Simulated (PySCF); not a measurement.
# H2: levels of theory, part 2 of 2

The task, for H2: compare levels of theory; the runs are relaxation and vibrations and intensities.

PySCF 2.14.0; relaxation, HF, aug-cc-pvtz, and further levels as typed in the inputs. The steps go on from the part before.

## 4. Relaxation: relaxation, pbe, aug-cc-pvtz

The input, run.py:

```python
from pyscf import gto, dft
from pyscf.geomopt.geometric_solver import optimize
mol = gto.M(atom="mol.xyz", basis="aug-cc-pvtz", verbose=4)
mf = dft.RKS(mol, xc="pbe").density_fit().run(conv_tol=1e-9)
m = optimize(mf, maxsteps=60)
print("optimised structure (A):")
for k in range(m.natm): print(m.atom_symbol(k), *(f"{x:.8f}" for x in m.atom_coords(unit="A")[k]))
```

Command:

```console
$ python run.py
```

Standard output:

```text
[INPUT] num. atoms = 2
[INPUT] num. electrons = 2
[INPUT] charge = 0
[INPUT] spin (= nelec alpha-beta = 2S) = 0
[INPUT] symmetry False subgroup None
[INPUT] Mole.unit = angstrom
[INPUT] Symbol           X                Y                Z      unit          X                Y                Z       unit  Magmom
[INPUT]  1 H      0.000000000000   0.000000000000   0.000000000000 AA    0.000000000000   0.000000000000   0.000000000000 Bohr   0.0
[INPUT]  2 H      0.000000000000   0.000000000000   0.740000000000 AA    0.000000000000   0.000000000000   1.398397332178 Bohr   0.0

nuclear repulsion = 0.715104339081081
number of shells = 18
number of NR pGTOs = 50
number of NR cGTOs = 46
basis = aug-cc-pvtz
ecp = {}

******** <class 'pyscf.df.df_jk.DFRKS'> ********
method = DFRKS
initial guess = minao
damping factor = 0
level_shift factor = 0
DIIS = <class 'pyscf.scf.diis.CDIIS'>
diis_start_cycle = 1
diis_space = 8
diis_damp = 0
SCF conv_tol = 1e-09
SCF conv_tol_grad = None
SCF max_cycles = 50
direct_scf = False
XC library pyscf.dft.libxc version 7.0.0
    S. Lehtola, C. Steigemann, M. J.T. Oliveira, and M. A.L. Marques.,  SoftwareX 7, 1–5 (2018)
XC functionals = pbe
    J. P. Perdew, K. Burke, and M. Ernzerhof.,  Phys. Rev. Lett. 77, 3865 (1996)
    J. P. Perdew, K. Burke, and M. Ernzerhof.,  Phys. Rev. Lett. 78, 1396 (1997)
    J. P. Perdew, K. Burke, and M. Ernzerhof.,  Phys. Rev. Lett. 77, 3865 (1996)
    J. P. Perdew, K. Burke, and M. Ernzerhof.,  Phys. Rev. Lett. 78, 1396 (1997)
radial grids:
    Treutler-Ahlrichs [JCP 102, 346 (1995); DOI:10.1063/1.469408] (M4) radial grids

becke partition: Becke, JCP 88, 2547 (1988); DOI:10.1063/1.454033
pruning grids: <function nwchem_prune at 0xffa7cc5b7380>
grids dens level: 3
symmetrized grids: False
atomic radii adjust function: <function treutler_atomic_radii_adjust at 0xffa7cc5b72e0>
small_rho_cutoff = 0
Set gradient conv threshold to 3.16228e-05
Initial guess from minao.
tot grids = 19616
init E= -0.962333343705256
  HOMO = -0.427247350392841  LUMO = -0.000711811955629749  gap/eV = 11.60662
cycle= 1 E= -1.16463508850934  delta_E= -0.202  |g|= 0.059  |ddm|= 0.666
  HOMO = -0.365156352825066  LUMO = 0.01462642787496  gap/eV = 10.33442
cycle= 2 E= -1.16590390803724  delta_E= -0.00127  |g|= 0.0208  |ddm|= 0.0596
  HOMO = -0.381617868968266  LUMO = 0.0103269897273368  gap/eV = 10.66536
cycle= 3 E= -1.16608810839888  delta_E= -0.000184  |g|= 0.000141  |ddm|= 0.0156
  HOMO = -0.381477669288148  LUMO = 0.0103648447572476  gap/eV = 10.66258
cycle= 4 E= -1.16608811685724  delta_E= -8.46e-09  |g|= 5.49e-06  |ddm|= 0.000155
  HOMO = -0.381483560845256  LUMO = 0.0103612515919413  gap/eV = 10.66264
cycle= 5 E= -1.16608811686998  delta_E= -1.27e-11  |g|= 1.28e-07  |ddm|= 4.1e-06
  HOMO = -0.381483409271691  LUMO = 0.010361323547194  gap/eV = 10.66264
Extra cycle  E= -1.16608811686999  delta_E= -2e-15  |g|= 4.24e-08  |ddm|= 1.19e-07
converged SCF energy = -1.16608811686999
Create scanner for <class 'pyscf.df.grad.rks.Gradients'>
Create scanner for <class 'pyscf.df.df_jk.DFRKS'>

Geometry optimization cycle 1
Cartesian coordinates (Angstrom)
 Atom        New coordinates             dX        dY        dZ
   H   0.000000   0.000000   0.000000    0.000000  0.000000  0.000000
   H   0.000000   0.000000   0.740000    0.000000  0.000000  0.000000

WARN: Mole.unit (angstrom) is changed to Bohr

New geometry
   1 H      0.000000000000   0.000000000000   0.000000000000 AA    0.000000000000   0.000000000000   0.000000000000 Bohr
   2 H      0.000000000000   0.000000000000   0.740000000000 AA    0.000000000000   0.000000000000   1.398397332178 Bohr

******** <class 'pyscf.scf.hf.DFRKS_Scanner'> ********
method = DFRKS_Scanner
initial guess = minao
damping factor = 0
level_shift factor = 0
DIIS = <class 'pyscf.scf.diis.CDIIS'>
diis_start_cycle = 1
diis_space = 8
diis_damp = 0
SCF conv_tol = 1e-09
SCF conv_tol_grad = None
SCF max_cycles = 50
direct_scf = False
XC library pyscf.dft.libxc version 7.0.0
    S. Lehtola, C. Steigemann, M. J.T. Oliveira, and M. A.L. Marques.,  SoftwareX 7, 1–5 (2018)
XC functionals = pbe
    J. P. Perdew, K. Burke, and M. Ernzerhof.,  Phys. Rev. Lett. 77, 3865 (1996)
    J. P. Perdew, K. Burke, and M. Ernzerhof.,  Phys. Rev. Lett. 78, 1396 (1997)
    J. P. Perdew, K. Burke, and M. Ernzerhof.,  Phys. Rev. Lett. 77, 3865 (1996)
    J. P. Perdew, K. Burke, and M. Ernzerhof.,  Phys. Rev. Lett. 78, 1396 (1997)
radial grids:
    Treutler-Ahlrichs [JCP 102, 346 (1995); DOI:10.1063/1.469408] (M4) radial grids

becke partition: Becke, JCP 88, 2547 (1988); DOI:10.1063/1.454033
pruning grids: <function nwchem_prune at 0xffa7cc5b7380>
grids dens level: 3
symmetrized grids: False
atomic radii adjust function: <function treutler_atomic_radii_adjust at 0xffa7cc5b72e0>
small_rho_cutoff = 0
Set gradient conv threshold to 3.16228e-05
tot grids = 19616
init E= -1.16608811686999
  HOMO = -0.381483454890048  LUMO = 0.0103613122483964  gap/eV = 10.66264
cycle= 1 E= -1.16608811687  delta_E= -1.47e-14  |g|= 1.51e-08  |ddm|= 4.26e-08
  HOMO = -0.381483438599895  LUMO = 0.0103613166022526  gap/eV = 10.66264
Extra cycle  E= -1.16608811686999  delta_E= 6.66e-15  |g|= 5.34e-09  |ddm|= 1.52e-08
converged SCF energy = -1.16608811686999

******** <class 'pyscf.grad.rhf.Gradients_Scanner'> for <class 'pyscf.scf.hf.DFRKS_Scanner'> ********
unit = Eh/Bohr
grid_response = False
--------------- DFRKS_Scanner gradients ---------------
         x                y                z
0 H     0.0000000000    -0.0000000000     0.0075618467
1 H    -0.0000000000    -0.0000000000    -0.0075618467
----------------------------------------------
cycle 1: E = -1.16608811687  dE = -1.16609  norm(grad) = 0.0106941

Geometry optimization cycle 2
Cartesian coordinates (Angstrom)
 Atom        New coordinates             dX        dY        dZ
   H  -0.000000   0.000000  -0.005112   -0.000000  0.000000 -0.005112
   H   0.000000   0.000000   0.745112    0.000000  0.000000  0.005112
New geometry
   1 H     -0.000000000000   0.000000000000  -0.005111926545 AA   -0.000000000000   0.000000000000  -0.009660141138 Bohr
   2 H      0.000000000000   0.000000000000   0.745111926545 AA    0.000000000000   0.000000000000   1.408057473317 Bohr

******** <class 'pyscf.scf.hf.DFRKS_Scanner'> ********
method = DFRKS_Scanner
initial guess = minao
damping factor = 0
level_shift factor = 0
DIIS = <class 'pyscf.scf.diis.CDIIS'>
diis_start_cycle = 1
diis_space = 8
diis_damp = 0
SCF conv_tol = 1e-09
SCF conv_tol_grad = None
SCF max_cycles = 50
direct_scf = False
XC library pyscf.dft.libxc version 7.0.0
    S. Lehtola, C. Steigemann, M. J.T. Oliveira, and M. A.L. Marques.,  SoftwareX 7, 1–5 (2018)
XC functionals = pbe
    J. P. Perdew, K. Burke, and M. Ernzerhof.,  Phys. Rev. Lett. 77, 3865 (1996)
    J. P. Perdew, K. Burke, and M. Ernzerhof.,  Phys. Rev. Lett. 78, 1396 (1997)
    J. P. Perdew, K. Burke, and M. Ernzerhof.,  Phys. Rev. Lett. 77, 3865 (1996)
    J. P. Perdew, K. Burke, and M. Ernzerhof.,  Phys. Rev. Lett. 78, 1396 (1997)
radial grids:
    Treutler-Ahlrichs [JCP 102, 346 (1995); DOI:10.1063/1.469408] (M4) radial grids

becke partition: Becke, JCP 88, 2547 (1988); DOI:10.1063/1.454033
pruning grids: <function nwchem_prune at 0xffa7cc5b7380>
grids dens level: 3
symmetrized grids: False
atomic radii adjust function: <function treutler_atomic_radii_adjust at 0xffa7cc5b72e0>
small_rho_cutoff = 0
Set gradient conv threshold to 3.16228e-05
tot grids = 19616
init E= -1.16337654790969
  HOMO = -0.382578605972551  LUMO = 0.00779753530565985  gap/eV = 10.62268
cycle= 1 E= -1.16616372504345  delta_E= -0.00279  |g|= 0.00141  |ddm|= 0.0033
  HOMO = -0.379241194946359  LUMO = 0.00942263483676609  gap/eV = 10.57608
cycle= 2 E= -1.16616460712308  delta_E= -8.82e-07  |g|= 0.000536  |ddm|= 0.00161
  HOMO = -0.379668653248668  LUMO = 0.00928996005111249  gap/eV = 10.58410
cycle= 3 E= -1.16616472848682  delta_E= -1.21e-07  |g|= 8.96e-06  |ddm|= 0.000395
  HOMO = -0.379677623590675  LUMO = 0.00928093879901931  gap/eV = 10.58410
cycle= 4 E= -1.16616472851477  delta_E= -2.79e-11  |g|= 9.13e-08  |ddm|= 6.02e-06
  HOMO = -0.379677703573422  LUMO = 0.00928085718968524  gap/eV = 10.58410
Extra cycle  E= -1.16616472851477  delta_E= -2.22e-15  |g|= 2.3e-08  |ddm|= 7.64e-08
converged SCF energy = -1.16616472851477

******** <class 'pyscf.grad.rhf.Gradients_Scanner'> for <class 'pyscf.scf.hf.DFRKS_Scanner'> ********
unit = Eh/Bohr
grid_response = False
--------------- DFRKS_Scanner gradients ---------------
         x                y                z
0 H     0.0000000000    -0.0000000000     0.0004462141
1 H    -0.0000000000     0.0000000000    -0.0004462141
----------------------------------------------
cycle 2: E = -1.16616472851  dE = -7.66116e-05  norm(grad) = 0.000631042

Geometry optimization cycle 3
Cartesian coordinates (Angstrom)
 Atom        New coordinates             dX        dY        dZ
   H  -0.000000   0.000000  -0.005432    0.000000  0.000000 -0.000321
   H   0.000000  -0.000000   0.745432    0.000000 -0.000000  0.000321
New geometry
   1 H     -0.000000000000   0.000000000000  -0.005432490283 AA   -0.000000000000   0.000000000000  -0.010265918809 Bohr
   2 H      0.000000000000  -0.000000000000   0.745432490283 AA    0.000000000000  -0.000000000000   1.408663250988 Bohr

******** <class 'pyscf.scf.hf.DFRKS_Scanner'> ********
method = DFRKS_Scanner
initial guess = minao
damping factor = 0
level_shift factor = 0
DIIS = <class 'pyscf.scf.diis.CDIIS'>
diis_start_cycle = 1
diis_space = 8
diis_damp = 0
SCF conv_tol = 1e-09
SCF conv_tol_grad = None
SCF max_cycles = 50
direct_scf = False
XC library pyscf.dft.libxc version 7.0.0
    S. Lehtola, C. Steigemann, M. J.T. Oliveira, and M. A.L. Marques.,  SoftwareX 7, 1–5 (2018)
XC functionals = pbe
    J. P. Perdew, K. Burke, and M. Ernzerhof.,  Phys. Rev. Lett. 77, 3865 (1996)
    J. P. Perdew, K. Burke, and M. Ernzerhof.,  Phys. Rev. Lett. 78, 1396 (1997)
    J. P. Perdew, K. Burke, and M. Ernzerhof.,  Phys. Rev. Lett. 77, 3865 (1996)
    J. P. Perdew, K. Burke, and M. Ernzerhof.,  Phys. Rev. Lett. 78, 1396 (1997)
radial grids:
    Treutler-Ahlrichs [JCP 102, 346 (1995); DOI:10.1063/1.469408] (M4) radial grids

becke partition: Becke, JCP 88, 2547 (1988); DOI:10.1063/1.454033
pruning grids: <function nwchem_prune at 0xffa7cc5b7380>
grids dens level: 3
symmetrized grids: False
atomic radii adjust function: <function treutler_atomic_radii_adjust at 0xffa7cc5b72e0>
small_rho_cutoff = 0
Set gradient conv threshold to 3.16228e-05
tot grids = 19616
init E= -1.16599178111021
  HOMO = -0.379746566815005  LUMO = 0.00911943974697682  gap/eV = 10.58158
cycle= 1 E= -1.16616500400285  delta_E= -0.000173  |g|= 8.81e-05  |ddm|= 0.000206
  HOMO = -0.379538075677365  LUMO = 0.00922087849147923  gap/eV = 10.57867
cycle= 2 E= -1.16616500744358  delta_E= -3.44e-09  |g|= 3.35e-05  |ddm|= 0.000101
  HOMO = -0.379564766841984  LUMO = 0.00921257555038746  gap/eV = 10.57917
cycle= 3 E= -1.16616500791654  delta_E= -4.73e-10  |g|= 5.7e-07  |ddm|= 2.47e-05
  HOMO = -0.379565480528433  LUMO = 0.00921197498047394  gap/eV = 10.57917
Extra cycle  E= -1.16616500791664  delta_E= -1.02e-13  |g|= 1.76e-07  |ddm|= 5.17e-07
converged SCF energy = -1.16616500791664

******** <class 'pyscf.grad.rhf.Gradients_Scanner'> for <class 'pyscf.scf.hf.DFRKS_Scanner'> ********
unit = Eh/Bohr
grid_response = False
--------------- DFRKS_Scanner gradients ---------------
         x                y                z
0 H    -0.0000000000    -0.0000000000     0.0000153086
1 H     0.0000000000     0.0000000000    -0.0000153086
----------------------------------------------
cycle 3: E = -1.16616500792  dE = -2.79402e-07  norm(grad) = 2.16496e-05
optimised structure (A):
H -0.00000000 0.00000000 -0.00543249
H 0.00000000 -0.00000000 0.74543249
```

It took 1.7 s on 2 threads of Arm Neoverse V1, shared host.

## 5. Vibrations and intensities: vibrations and intensities, pbe, aug-cc-pvtz

It takes the final geometry of step 4.

The input, run.py:

```python
from pyscf import gto, dft
from pyscf.hessian import thermo
import numpy as np
mol = gto.M(atom="mol.xyz", basis="aug-cc-pvtz", verbose=4)
mf = dft.RKS(mol, xc="pbe").density_fit().run(conv_tol=1e-9)
mol.verbose = 0; x = mol.atom_coords(); n = x.size; h = np.zeros((n, n + 3))
def point(d):
    m = mol.set_geom_(x + d.reshape(-1, 3), unit="Bohr", inplace=False); s = dft.RKS(m, xc="pbe").density_fit()
    s.grids.level = 4
    s.run(mf.make_rdm1(), conv_tol=1e-10); g = s.nuc_grad_method(); g.grid_response = True
    return np.append(g.kernel(), s.dip_moment(unit="AU", verbose=0))
for k in range(n): d = np.zeros(n); d[k] = 0.01; h[k] = (point(d) - point(-d)) / 0.02
H = (h[:, :n] + h[:, :n].T) / 2
f = thermo.harmonic_analysis(mol, H.reshape(mol.natm, 3, mol.natm, 3).transpose(0, 2, 1, 3))
print("harmonic vibrations: frequency (1/cm), infrared intensity (km/mol)")
for w, q in zip(f["freq_wavenumber"], f["norm_mode"]): t = q.ravel() @ h[:, n:]; print(f"  {w.real - w.imag:9.2f} {974.88 * t @ t:9.2f}")
```

Command:

```console
$ python run.py
```

Standard output:

```text
[INPUT] num. atoms = 2
[INPUT] num. electrons = 2
[INPUT] charge = 0
[INPUT] spin (= nelec alpha-beta = 2S) = 0
[INPUT] symmetry False subgroup None
[INPUT] Mole.unit = angstrom
[INPUT] Symbol           X                Y                Z      unit          X                Y                Z       unit  Magmom
[INPUT]  1 H      0.000000000000   0.000000000000  -0.005432490000 AA    0.000000000000   0.000000000000  -0.010265918274 Bohr   0.0
[INPUT]  2 H      0.000000000000   0.000000000000   0.745432490000 AA    0.000000000000   0.000000000000   1.408663250453 Bohr   0.0

nuclear repulsion = 0.704756813828233
number of shells = 18
number of NR pGTOs = 50
number of NR cGTOs = 46
basis = aug-cc-pvtz
ecp = {}

******** <class 'pyscf.df.df_jk.DFRKS'> ********
method = DFRKS
initial guess = minao
damping factor = 0
level_shift factor = 0
DIIS = <class 'pyscf.scf.diis.CDIIS'>
diis_start_cycle = 1
diis_space = 8
diis_damp = 0
SCF conv_tol = 1e-09
SCF conv_tol_grad = None
SCF max_cycles = 50
direct_scf = False
XC library pyscf.dft.libxc version 7.0.0
    S. Lehtola, C. Steigemann, M. J.T. Oliveira, and M. A.L. Marques.,  SoftwareX 7, 1–5 (2018)
XC functionals = pbe
    J. P. Perdew, K. Burke, and M. Ernzerhof.,  Phys. Rev. Lett. 77, 3865 (1996)
    J. P. Perdew, K. Burke, and M. Ernzerhof.,  Phys. Rev. Lett. 78, 1396 (1997)
    J. P. Perdew, K. Burke, and M. Ernzerhof.,  Phys. Rev. Lett. 77, 3865 (1996)
    J. P. Perdew, K. Burke, and M. Ernzerhof.,  Phys. Rev. Lett. 78, 1396 (1997)
radial grids:
    Treutler-Ahlrichs [JCP 102, 346 (1995); DOI:10.1063/1.469408] (M4) radial grids

becke partition: Becke, JCP 88, 2547 (1988); DOI:10.1063/1.454033
pruning grids: <function nwchem_prune at 0xe88086c73420>
grids dens level: 3
symmetrized grids: False
atomic radii adjust function: <function treutler_atomic_radii_adjust at 0xe88086c73380>
small_rho_cutoff = 0
Set gradient conv threshold to 3.16228e-05
[... 1 set-up line as earlier in the session ...]
tot grids = 19616
init E= -0.962509498012227
  HOMO = -0.423415193360212  LUMO = -0.00168102835005662  gap/eV = 11.47597
cycle= 1 E= -1.16481148964418  delta_E= -0.202  |g|= 0.0568  |ddm|= 0.668
  HOMO = -0.363868022645637  LUMO = 0.0134243966870968  gap/eV = 10.26665
cycle= 2 E= -1.16599478177933  delta_E= -0.00118  |g|= 0.0199  |ddm|= 0.058
  HOMO = -0.379698837260231  LUMO = 0.009175354155115  gap/eV = 10.58181
cycle= 3 E= -1.16616499939807  delta_E= -0.00017  |g|= 0.000143  |ddm|= 0.0151
  HOMO = -0.37956004640499  LUMO = 0.00921524806890522  gap/eV = 10.57911
cycle= 4 E= -1.16616500790599  delta_E= -8.51e-09  |g|= 5e-06  |ddm|= 0.000152
  HOMO = -0.379565459705391  LUMO = 0.00921193554711064  gap/eV = 10.57917
cycle= 5 E= -1.16616500791664  delta_E= -1.06e-11  |g|= 1.25e-07  |ddm|= 3.79e-06
  HOMO = -0.379565308153951  LUMO = 0.00921201059790266  gap/eV = 10.57917
Extra cycle  E= -1.16616500791664  delta_E= -4.66e-15  |g|= 4.18e-08  |ddm|= 1.2e-07
converged SCF energy = -1.16616500791664
harmonic vibrations: frequency (1/cm), infrared intensity (km/mol)
    4314.38      0.00
```

It took 4.7 s on 2 threads of Arm Neoverse V1, shared host.

Harmonic frequencies from the force constants, with isotope-averaged masses (PySCF's default) and rigid motions projected out (i: imaginary):

```
mode  cm⁻¹  IR (km/mol)
   1  4314          0.0
```

## 6. Summary of results

This closing draws on all 2 parts.

```
                     quantity      value
harmonic frequencies (step 3)  4585 cm⁻¹
   zero-point energy (step 3)   0.284 eV
harmonic frequencies (step 5)  4314 cm⁻¹
   zero-point energy (step 5)   0.267 eV
```

**Reading.** In step 3 all modes are real: a minimum. In step 5 all modes are real: a minimum.
